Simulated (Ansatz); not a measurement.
**CAM-B3LYP/def2-SVPD (core potential) run of CH3In (SMILES C[In])**

What is the vertical electron affinity of CH3In at CAM-B3LYP/def2-SVPD (core potential)? 

The results are computed with Ansatz 0.2.0.

46 further runs of the same task are left out: 5 that didn't finish, 41 set aside as unsound or not needed.

**1. The molecule**

The species is CH3In (5 atoms), meant as a singlet with charge 0. As SMILES, `C[In]`. The coordinates come from a PBE0-D4/def2-TZVP relaxation.

Bond lengths: C1–In2 2.238 Å, C1–H3 1.096 Å, C1–H4 1.096 Å, C1–H5 1.096 Å. Angles: In2–C1–H3 111.3°, In2–C1–H4 111.3°, In2–C1–H5 111.3°, H3–C1–H4 107.6°, H3–C1–H5 107.6°, H4–C1–H5 107.6°.

**2. The energy at CAM-B3LYP/def2-SVPD (core potential)**

File run.yaml:

```yaml
crystal:
  periodic: [false, false, false]
  atoms:
    - {symbol: C, position_ang: [-0.182770, 0.073150, -0.070580]}
    - {symbol: In, position_ang: [1.772750, -0.709460, 0.684610]}
    - {symbol: H, position_ang: [-0.972960, -0.040920, 0.680150]}
    - {symbol: H, position_ang: [-0.502560, -0.460530, -0.972760]}
    - {symbol: H, position_ang: [-0.114460, 1.137770, -0.321410]}
basis:
  gaussian: {orbitals: def2-SVPD}
hamiltonian: {xc: {name: CAM-B3LYP}}
accuracy: high
output: {orbitals: {seedname: orbitals}}
```

On the command line:

```bash
$ ansatz run run.yaml --threads 1 --pin off --max-ram 3480MiB --events-out events.jsonl --progress --plain --runs-dir runs
```

Standard output:

```text
Warning: RAYON_NUM_THREADS=1 ignored (pool sized by the plan → 1); use --threads N
Functional definition: CAM-B3LYP
  name "CAM-B3LYP"
  parameter alpha = 0.19
  parameter beta = 0.46
  parameter omega = 0.33/bohr
  parameter ac = 0.81
  exchange = (1 - alpha - beta)*b88_x + beta*b88_x_sr(omega) + alpha*exact_x + beta*exact_x_lr(omega)
  correlation = (1 - ac)*vwn5_c + ac*lyp_c
1696 factors; integrals over basis functions are off by at most 3.1e-9 eV
478 factors; integrals over basis functions are off by at most 2.3e-9 eV
mean field evaluation 1: about -6252.0250 eV, gradient 4.5e1 eV
mean field evaluation 2: about -6250.0815 eV, gradient 5.0e1 eV
mean field evaluation 4: about -6257.3856 eV, gradient 3.3e-1 eV
mean field evaluation 8: about -6257.3850 eV, gradient 1.9e-2 eV
mean field evaluation 16: about -6257.3850 eV, gradient 1.7e-6 eV
mean field -6257.38500515 eV, -229.9546575314 hartree, gradient 4.1e-8 eV, S^2 0.000000; 0 other end points of the search recorded, 0 dependent functions left out
reference -6257.38502194 eV, -229.9546581483 hartree; 15, 15 occupied and 61, 61 virtual orbitals, 1696 factors
Total energy: -6257.38502194 eV, -229.9546581483 hartree
```

Run time: 5.7 s. Hardware: 1 thread of Arm Neoverse V1, shared host; peak memory 0.24 GiB.

**3. The doublet anion**

File molecule.yaml:

```yaml
crystal:
  periodic: [false, false, false]
  atoms:
    - symbol: C
      position_ang: [-0.182770, 0.073150, -0.070580]
    - symbol: In
      position_ang: [1.772750, -0.709460, 0.684610]
    - symbol: H
      position_ang: [-0.972960, -0.040920, 0.680150]
    - symbol: H
      position_ang: [-0.502560, -0.460530, -0.972760]
    - symbol: H
      position_ang: [-0.114460, 1.137770, -0.321410]
basis:
  gaussian: {orbitals: def2-SVPD}
total_charge: -1
magnetization: {spin_polarized: true, initial_magnetization: 1}
hamiltonian: {xc: {name: CAM-B3LYP}}
accuracy: high
output: {orbitals: {seedname: orbitals}}
```

On the command line:

```bash
$ ansatz run molecule.yaml --threads 1 --pin off --max-ram 3480MiB --events-out events.jsonl --progress --plain --runs-dir runs
```

Standard output (excerpt; [...] marks lines left out):

```text
Warning: RAYON_NUM_THREADS=1 ignored (pool sized by the plan → 1); use --threads N
[... 2 set-up lines as earlier in the session ...]
[...]
1697 factors; integrals over basis functions are off by at most 3.1e-9 eV
478 factors; integrals over basis functions are off by at most 2.3e-9 eV
[...]
mean field -6257.23381854 eV, -229.9491015259 hartree, gradient 1.7e-8 eV, S^2 0.755560; 8 other end points of the search recorded, 0 dependent functions left out
reference -6257.23383412 eV, -229.9491020986 hartree; 16, 15 occupied and 60, 61 virtual orbitals, 1697 factors
Total energy: -6257.23383412 eV, -229.9491020986 hartree
```

Run time: 90 s. Hardware: 1 thread of Arm Neoverse V1, shared host; peak memory 0.38 GiB.

**4. Outcome**

At CAM-B3LYP/def2-SVPD (core potential):

```
                                         quantity          value
                      singlet CH3In: total energy  -229.95466 Eh
                       singlet CH3In: HOMO energy       -6.61 eV
                       singlet CH3In: LUMO energy       -0.62 eV
                     singlet CH3In: HOMO–LUMO gap        5.99 eV
                      doublet anion: total energy  -229.94910 Eh
doublet anion: HOMO energy (highest over α and β)        0.90 eV
 doublet anion: LUMO energy (lowest over α and β)        4.21 eV
                              doublet anion: ⟨S²⟩          0.756
vertical electron affinity (to the doublet anion)      -0.151 eV
```

What this shows: The anion lies 0.15 eV (3.5 kcal/mol) above the neutral: the electron isn't bound at this level, and such a value depends on the basis. The HOMO (doublet anion) lies at positive energy, 0.90 eV; only total energies tell whether the electron is bound.
